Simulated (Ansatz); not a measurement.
# SbPt: the cost of one run

Method: DFT LDA, scalar-relativistic, in Ansatz 0.2.0.

### 1 The structure to begin with

The structure is hexagonal, space group P6_3/mmc (No. 194). Conventional cell: a = 4.130 Å, b = 4.130 Å, c = 5.472 Å, α = 90.00°, β = 90.00°, γ = 120.00°. Around Sb (site symmetry -6m2) lie 6 Pt at 2.75 Å. Around Pt (site symmetry -3m) lie 2 Pt at 2.74 Å and 6 Sb at 2.75 Å.

As a file:

```
CELL_PARAMETERS angstrom
4.13000 0.00000 0.00000
-2.06500 3.57668 0.00000
0.00000 0.00000 5.47200
ATOMIC_POSITIONS crystal
Sb 0.33333 0.66667 0.25000
Sb 0.66667 0.33333 0.75000
Pt 0.00000 0.00000 0.00000
Pt 0.00000 0.00000 0.50000
```

Atoms are numbered in the order of the input: Sb1, Sb2, Pt3, Pt4.

### 2 Volume × 0.96, LAPW

Input file input.yaml:

```yaml
crystal:
  lattice:
    - [4.0741802462, 0.0, 0.0]
    - [-2.0370901231, 3.5283435928, 0.0]
    - [0.0, 0.0, 5.3980449883]
  atoms:
    - { symbol: Sb, position: [0.3333333333, 0.6666666667, 0.25] }
    - { symbol: Sb, position: [0.6666666667, 0.3333333333, 0.75] }
    - { symbol: Pt, position: [0.0, 0.0, 0.0] }
    - { symbol: Pt, position: [0.0, 0.0, 0.5] }
kpoints:
  mp_grid: { grid: [11, 11, 8] }
  band_path:
    path:
      - [0.0, 0.0, 0.0]
      - [0.5, 0.0, 0.0]
      - [0.3333333333, 0.3333333333, 0.0]
      - [0.0, 0.0, 0.0]
      - [0.0, 0.0, 0.5]
      - [0.5, 0.0, 0.5]
      - [0.3333333333, 0.3333333333, 0.5]
      - [0.0, 0.0, 0.5]
      - [0.5, 0.0, 0.5]
    npoints: 5
scf:
  occupations: { method: fermi_dirac, width: 0.08 }
hamiltonian:
  xc: lda
  pseudopotentials: { kind: all_electron, lapw: { basis_error: 0.0005 } }
output:
  forces: true
  stress: true
  eigenvalues: true
```

Started as:

```
$ ansatz run input.yaml --threads 1 --pin off --max-ram 4096MiB --backend cpu --events-out ev --progress --plain --runs-dir out
```

Q: Estimate wall time and peak memory on 1 thread of Arm Neoverse V1, shared host.

About 3.6 min, with a peak of 1.2 GiB.
